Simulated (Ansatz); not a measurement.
# 40-atom supercell of perovskite CsSnI3

What do PBEsol, HSE06 and r²SCAN give for the perfect crystal in this cell, and at what cost?

Method: density functional theory in Ansatz 0.2.0, PAW datasets, plane waves.

### 1 The system as built

40 atoms (8 Cs, 8 Sn, 24 I); a = 12.314 Å, b = 12.314 Å, c = 12.314 Å, α = 90.00°, β = 90.00°, γ = 90.00°.

Steps to follow: (2) PBEsol single point at the Γ point alone, on 2 threads of AMD EPYC 7R13; (3) HSE06 single point at the Γ point alone, on 1 × NVIDIA H100 80GB HBM3 with 2 threads of AMD EPYC 7R13; (4) r²SCAN single point at the Γ point alone, on 2 threads of AMD EPYC 7R13.

### 2 Single point with PBEsol

in.yaml

```yaml
crystal:
  lattice:
    - [12.314462, 0.000000, 0.000000]
    - [0.000000, 12.314462, 0.000000]
    - [0.000000, 0.000000, 12.314462]
  atoms:
    - { symbol: Cs, position: [0.000000, 0.000000, 0.000000] }
    - { symbol: Cs, position: [0.000000, 0.000000, 0.500000] }
    - { symbol: Cs, position: [0.000000, 0.500000, 0.000000] }
    - { symbol: Cs, position: [0.000000, 0.500000, 0.500000] }
    - { symbol: Cs, position: [0.500000, 0.000000, 0.000000] }
    - { symbol: Cs, position: [0.500000, 0.000000, 0.500000] }
    - { symbol: Cs, position: [0.500000, 0.500000, 0.000000] }
    - { symbol: Cs, position: [0.500000, 0.500000, 0.500000] }
    - { symbol: Sn, position: [0.250000, 0.250000, 0.250000] }
    - { symbol: Sn, position: [0.250000, 0.250000, 0.750000] }
    - { symbol: Sn, position: [0.250000, 0.750000, 0.250000] }
    - { symbol: Sn, position: [0.250000, 0.750000, 0.750000] }
    - { symbol: Sn, position: [0.750000, 0.250000, 0.250000] }
    - { symbol: Sn, position: [0.750000, 0.250000, 0.750000] }
    - { symbol: Sn, position: [0.750000, 0.750000, 0.250000] }
    - { symbol: Sn, position: [0.750000, 0.750000, 0.750000] }
    - { symbol: I, position: [0.250000, 0.250000, 0.000000] }
    - { symbol: I, position: [0.250000, 0.250000, 0.500000] }
    - { symbol: I, position: [0.250000, 0.750000, 0.000000] }
    - { symbol: I, position: [0.250000, 0.750000, 0.500000] }
    - { symbol: I, position: [0.750000, 0.250000, 0.000000] }
    - { symbol: I, position: [0.750000, 0.250000, 0.500000] }
    - { symbol: I, position: [0.750000, 0.750000, 0.000000] }
    - { symbol: I, position: [0.750000, 0.750000, 0.500000] }
    - { symbol: I, position: [0.000000, 0.250000, 0.250000] }
    - { symbol: I, position: [0.000000, 0.250000, 0.750000] }
    - { symbol: I, position: [0.000000, 0.750000, 0.250000] }
    - { symbol: I, position: [0.000000, 0.750000, 0.750000] }
    - { symbol: I, position: [0.500000, 0.250000, 0.250000] }
    - { symbol: I, position: [0.500000, 0.250000, 0.750000] }
    - { symbol: I, position: [0.500000, 0.750000, 0.250000] }
    - { symbol: I, position: [0.500000, 0.750000, 0.750000] }
    - { symbol: I, position: [0.250000, 0.000000, 0.250000] }
    - { symbol: I, position: [0.250000, 0.000000, 0.750000] }
    - { symbol: I, position: [0.250000, 0.500000, 0.250000] }
    - { symbol: I, position: [0.250000, 0.500000, 0.750000] }
    - { symbol: I, position: [0.750000, 0.000000, 0.250000] }
    - { symbol: I, position: [0.750000, 0.000000, 0.750000] }
    - { symbol: I, position: [0.750000, 0.500000, 0.250000] }
    - { symbol: I, position: [0.750000, 0.500000, 0.750000] }
kpoints:
  mp_grid: { grid: [1, 1, 1] }
hamiltonian:
  xc: pbesol
scf:
  occupations: { method: fermi_dirac, width: 0.01 }
output:
  forces: true
  eigenvalues: true
  stress: true
  populations: true
  eigenstates: { kpoints: [[0, 0, 0]], e_range: [-6.0, 6.0], localisation: true }
```

Run with:

```console
> ansatz run in.yaml --threads 2 --pin off --max-ram 30400MiB --runs-dir r --events-out ev --progress --plain
```

### 3 HSE06 single point

in.yaml, as its differences from that of step 2:

```diff
@@ -49,3 +49,3 @@
 hamiltonian:
-  xc: pbesol
+  xc: hse06
 scf:
@@ -55,3 +55,2 @@
   eigenvalues: true
-  stress: true
   populations: true
```

### 4 r²SCAN single point

in.yaml, as its differences from that of step 3:

```diff
@@ -49,3 +49,3 @@
 hamiltonian:
-  xc: hse06
+  xc: r2scan
 scf:
```

Q: Predict the outcome of this session. Wanted: for each run, top filled to lowest empty; energy; pressure.

As calculated:

```
 level                     time  top filled to lowest empty (eV)  energy (eV/atom)  pressure (GPa)
PBEsol     66 s (2 CPU threads)                             0.08        -6767.2098            1.40
 HSE06               92 s (GPU)                             0.66        -6852.1419               -
r²SCAN  1.8 min (2 CPU threads)                             0.32        -6862.5791               -
```

At the same k points, PBEsol gives a spacing 0.58 eV smaller and r²SCAN gives a spacing 0.34 eV smaller than the 0.66 eV of HSE06. No spin–orbit coupling is included; with elements this heavy it would shift the edges. With one k point the spacing samples only the states that fold onto it, so it can exceed the gap over the zone.
